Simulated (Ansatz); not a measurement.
# N on Cu (Copper) (100)

This session takes Cu (Copper) and sets out to cut and relax a (100) slab, then compare the adsorption sites of N.

Method: DFT LDA, scalar-relativistic, plane waves, PAW, in Ansatz 0.2.0.

2 further runs of the same task are left out: 2 set aside as unsound or not needed.

## (1) Starting point

The structure is cubic, space group Fm-3m (No. 225). Conventional cell: a = 3.519 Å, b = 3.519 Å, c = 3.519 Å, α = 90.00°, β = 90.00°, γ = 90.00°. Cu (site symmetry m-3m) is surrounded by 12 Cu at 2.49 Å.

Structure file:

```
Cu
1.0
     0.00000    1.75932    1.75932
     1.75932    0.00000    1.75932
     1.75932    1.75932    0.00000
Cu
1
Direct
  0.00000 0.00000 0.00000
```

This cell was relaxed beforehand with the same method: volume 10.89 Å³/atom, gap on the mesh none (metal).

## (2) Cutting the slab

Planes are indexed in the bulk's conventional cell (Fm-3m (No. 225)), a = 3.519 Å, b = 3.519 Å, c = 3.519 Å, α = 90.00°, β = 90.00°, γ = 90.00°.

A (100) slab, 7.0 Å thick as cut, with 17 Å of vacuum; its outer planes are Cu (top) and Cu (bottom).

The slab as cut. Its planes from the bottom up:

| plane | atoms per cell | height over the lowest (Å) |
| --- | --- | --- |
| 1 | Cu2 | 0.00 |
| 2 | Cu2 | 1.76 |
| 3 | Cu2 | 3.52 |
| 4 | Cu2 | 5.28 |
| 5 | Cu2 | 7.04 |

## (3) The clean surface, relaxed

File input.yaml:

```yaml
crystal:
  lattice:
    - [3.518637985, 0.0, 0.0]
    - [0.0, 3.518637985, 0.0]
    - [0.0, 0.0, 24.03727597]
  atoms:
    - { symbol: Cu, position: [0.0, 0.5, 0.3536174403] }
    - { symbol: Cu, position: [0.5, 0.0, 0.3536174403] }
    - { symbol: Cu, position: [0.5, 0.5, 0.4268087201] }
    - { symbol: Cu, position: [0.0, 0.0, 0.4268087201] }
    - { symbol: Cu, position: [0.0, 0.5, 0.5] }
    - { symbol: Cu, position: [0.5, 0.0, 0.5] }
    - { symbol: Cu, position: [0.5, 0.5, 0.5731912799] }
    - { symbol: Cu, position: [0.0, 0.0, 0.5731912799] }
    - { symbol: Cu, position: [0.0, 0.5, 0.6463825597] }
    - { symbol: Cu, position: [0.5, 0.0, 0.6463825597] }
basis:
  ecutwfc: 420
kpoints:
  mp_grid: { grid: [8, 8, 1] }
hamiltonian:
  xc: lda
scf:
  occupations: { method: gaussian, width: 0.1 }
output:
  forces: true
  eigenvalues: true
relax:
  adjacent_minimum: "off"
  f_tol: 0.03
  max_steps: 70
  constraints: [{ sites: [0, 1, 2, 3] }]
efield:
  axis: 3
  dipole_correction: true
```

Launch:

```
> ansatz run input.yaml --threads 2 --pin off --max-ram 5120MiB --backend cpu --events-out ev --progress --plain --runs-dir out
```

Further runs follow: start: N, top (Cu); N at the bridge (Cu-Cu) site; N put at a hollow over Cu site.

Q: Predict the outcome of this session. Wanted: clean slab: work function; N: lowest end.

As calculated:

| quantity | value |
| --- | --- |
| clean slab: work function | 4.86 eV (top face), 4.88 eV (bottom face) |
| N: lowest end | from the hollow over Cu start, 4 bonded, 0.20 Å high |

A start on a symmetric site keeps its symmetry, so an end may be a saddle point and not a minimum. Spin polarisation is off in the runs that give these values; a magnetic solution could lie lower.
